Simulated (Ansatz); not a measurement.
# Zr3SiF2: the cost of one run

Method: DFT PBE, scalar-relativistic, plane waves, PAW, in Ansatz 0.2.0.

## (1) The system as given

Symmetry: P6_3/mmc, No. 194, hexagonal system. Conventional cell: a = 4.984 Å, b = 4.984 Å, c = 8.257 Å, α = 90.00°, β = 90.00°, γ = 120.00°. Zr (site symmetry mm2) has 4 Zr at 2.40 to 2.58 Å and 2 Si at 2.55 Å and 6 F at 2.93 to 2.94 Å as nearest neighbours. Si (site symmetry -3m) has 6 Zr at 2.55 Å as nearest neighbours. F (site symmetry 3m) has 3 Si at 2.92 Å and 9 Zr at 2.93 to 2.94 Å and 4 F at 3.06 to 3.08 Å as nearest neighbours.

Structure file:

```
CELL_PARAMETERS angstrom
4.98383 0.00000 0.00000
-2.49191 4.31612 0.00000
0.00000 0.00000 8.25720
ATOMIC_POSITIONS crystal
Zr 0.17249 0.34499 0.75000
Zr 0.65501 0.82751 0.75000
Zr 0.17249 0.82751 0.75000
Zr 0.82751 0.65501 0.25000
Zr 0.34499 0.17249 0.25000
Zr 0.82751 0.17249 0.25000
Si 0.00000 0.00000 0.00000
Si 0.00000 0.00000 0.50000
F 0.66667 0.33333 0.93661
F 0.33333 0.66667 0.06339
F 0.33333 0.66667 0.43661
F 0.66667 0.33333 0.56339
```

The cell is invented: species swapped into a database cell of Hf2Cr3Si (P6_3/mmc, No. 194), with F on the Hf sites and Zr on the Cr sites. Its size is a rough estimate.

## (2) A first look at the guess

Contents of input.yaml:

```yaml
crystal:
  lattice:
    - [4.98382986, 0.0, 0.0]
    - [-2.49191493, 4.31612327, 0.0]
    - [0.0, 0.0, 8.25719571]
  atoms:
    - { symbol: Zr, position: [0.17249499, 0.34498999, 0.75] }
    - { symbol: Zr, position: [0.65501001, 0.82750501, 0.75] }
    - { symbol: Zr, position: [0.17249499, 0.82750501, 0.75] }
    - { symbol: Zr, position: [0.82750501, 0.65501001, 0.25] }
    - { symbol: Zr, position: [0.34498999, 0.17249499, 0.25] }
    - { symbol: Zr, position: [0.82750501, 0.17249499, 0.25] }
    - { symbol: Si, position: [0.0, 0.0, 0.0] }
    - { symbol: Si, position: [0.0, 0.0, 0.5] }
    - { symbol: F, position: [0.66666667, 0.33333333, 0.936611] }
    - { symbol: F, position: [0.33333333, 0.66666667, 0.063389] }
    - { symbol: F, position: [0.33333333, 0.66666667, 0.436611] }
    - { symbol: F, position: [0.66666667, 0.33333333, 0.563389] }
basis:
  ecutwfc: 420
kpoints:
  mp_grid: { grid: [6, 6, 2] }
hamiltonian:
  xc: pbe
scf:
  occupations: { method: gaussian, width: 0.1 }
  lower_state_search: "off"
output:
  forces: true
  stress: true
  eigenvalues: true
```

Started as:

```sh
$ ansatz run input.yaml --threads 1 --pin off --max-ram 2560MiB --backend cpu --events-out ev --progress --plain --runs-dir out
```

**Question.** How long does this run take on 1 thread of AMD EPYC 7R43 (Zen 3), shared host, and how much memory does it need?

About 18 s, with a peak of 0.55 GiB.
